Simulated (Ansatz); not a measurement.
**C2H4GeN radical: how energies converge with the basis set**

How large a basis does C2H4GeN radical need? Two functionals are run in growing sets.

The runs use Ansatz 0.2.0, Gaussian basis; one geometry, several basis sets.

Plan: PBE0-D4/def2-SVP; ωB97M-V/def2-SVP; PBE0-D4/def2-QZVPP; ωB97M-V/def2-QZVPP; the functionals' def2-TZVPP values are taken from earlier runs.

## 1. The relaxed structure

The geometry comes from an earlier relaxation with PBE0-D4 in a triple-zeta def2 set; it is a stationary point, not always the lowest conformer.

8 atoms, charge 0, spin multiplicity 2.

Atoms are counted from 1 here; the program's logs count them from 0.

Bond lengths: C1–C2 1.214 Å, C2–Ge3 1.921 Å, Ge3–N4 1.829 Å, Ge3–H5 1.531 Å, Ge3–H6 1.531 Å, N4–H7 1.011 Å, N4–H8 1.011 Å. Angles: C1–C2–Ge3 179.0°, C2–Ge3–N4 112.6°, C2–Ge3–H5 107.3°, C2–Ge3–H6 107.3°, N4–Ge3–H5 108.1°, N4–Ge3–H6 108.1°, H5–Ge3–H6 113.4°, Ge3–N4–H7 114.2°, Ge3–N4–H8 114.2°, H7–N4–H8 108.6°.

## 2. PBE0-D4 in def2-SVP

The input, in.yaml:

```yaml
crystal:
  periodic: [false, false, false]
  atoms:
    - {symbol: C, position_ang: [2.268065, -0.503193, 1.728119]}
    - {symbol: C, position_ang: [1.371257, -0.065910, 1.036389]}
    - {symbol: Ge, position_ang: [-0.038278, 0.656755, -0.051274]}
    - {symbol: N, position_ang: [-1.064952, -0.643226, -0.826569]}
    - {symbol: H, position_ang: [0.619513, 1.472872, -1.167059]}
    - {symbol: H, position_ang: [-0.937823, 1.491850, 0.863689]}
    - {symbol: H, position_ang: [-0.563361, -1.238956, -1.470932]}
    - {symbol: H, position_ang: [-1.562121, -1.227192, -0.168162]}
basis:
  gaussian: {orbitals: def2-SVP}
magnetization: {spin_polarized: true, initial_magnetization: 1}
hamiltonian: {xc: pbe0, dispersion: d4}
output: {orbitals: {seedname: orbitals}}
```

The run is started by

```console
ansatz run in.yaml --threads 4 --pin off --events-out ev --progress --plain --max-ram 10444MiB
```

Further steps of the session: ωB97M-V in def2-SVP; PBE0-D4 in def2-QZVPP; ωB97M-V in def2-QZVPP.

Before running them: what should the planned runs give, taken together? Wanted: PBE0-D4: double and triple zeta above quadruple; ωB97M-V: double and triple zeta above quadruple.

The runs gave:

| quantity | value |
| --- | --- |
| PBE0-D4: double and triple zeta above quadruple | 12.78, 1.43 eV |
| ωB97M-V: double and triple zeta above quadruple | 12.87, 1.38 eV |

For PBE0-D4 the step from double to triple zeta gains 11.35 eV and the next only 1.43 eV. Total energies overstate the basis error of differences, where much of it tends to cancel.
